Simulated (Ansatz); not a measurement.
**CH2BrSi+ (SMILES [SiH+]=CBr): a relaxation**

Where does the structure go when it is relaxed from here with these settings?

Program: Ansatz 0.2.0, Gaussian basis. Level of theory: PBE0-D4/def2-SVPD. These are calculated values, not measurements.

3 further runs of the same task are left out: 3 that didn't finish.

### Step 1. The system as given

The start, displaced at random: SMILES `[SiH+]=CBr`, 5 atoms, charge 1, spin multiplicity 1.

Atoms are counted from 1 here; the program's logs count them from 0.

Bond lengths: Si1–C2 1.768 Å, Si1–H4 1.452 Å, C2–Br3 1.851 Å, C2–H5 1.053 Å. Angles: C2–Si1–H4 175.9°, Si1–C2–Br3 127.1°, Si1–C2–H5 124.8°, Br3–C2–H5 108.1°.

Coordinates:

```xyz
5
CH2BrSi
Si   -0.90652    0.40420   -0.55340
C     0.34048   -0.29724    0.48504
Br    2.03921   -0.83213   -0.01782
H    -1.87327    0.95242   -1.48763
H     0.24376   -0.44830    1.52311
```

### Step 2. The relaxation

run/in.yaml reads:

```yaml
crystal:
  periodic: [false, false, false]
  atoms:
    - {symbol: Si, position_ang: [-0.906518, 0.404205, -0.553402]}
    - {symbol: C, position_ang: [0.340481, -0.297235, 0.485039]}
    - {symbol: Br, position_ang: [2.039210, -0.832130, -0.017818]}
    - {symbol: H, position_ang: [-1.873274, 0.952424, -1.487634]}
    - {symbol: H, position_ang: [0.243756, -0.448299, 1.523111]}
basis:
  gaussian: {orbitals: def2-SVPD}
total_charge: 1
hamiltonian: {xc: pbe0, dispersion: d4}
relax: {f_tol: 0.2, max_steps: 80, max_displacement: 0.2}
```

Run with:

```console
$ ansatz run in.yaml --threads 2 --pin off --events-out ev --progress --plain --max-ram 3481MiB
```

Q: Predict the outcome of this session. Wanted: energy change; last largest force; RMSD from the start.

As calculated:

```
           quantity        value
              steps           14
      energy change    -0.864 eV
 last largest force  0.1286 eV/Å
RMSD from the start      0.601 Å
```

It converged in 14 steps at a force tolerance of 0.2 eV/Å. So loose a tolerance leaves the structure only roughly relaxed.
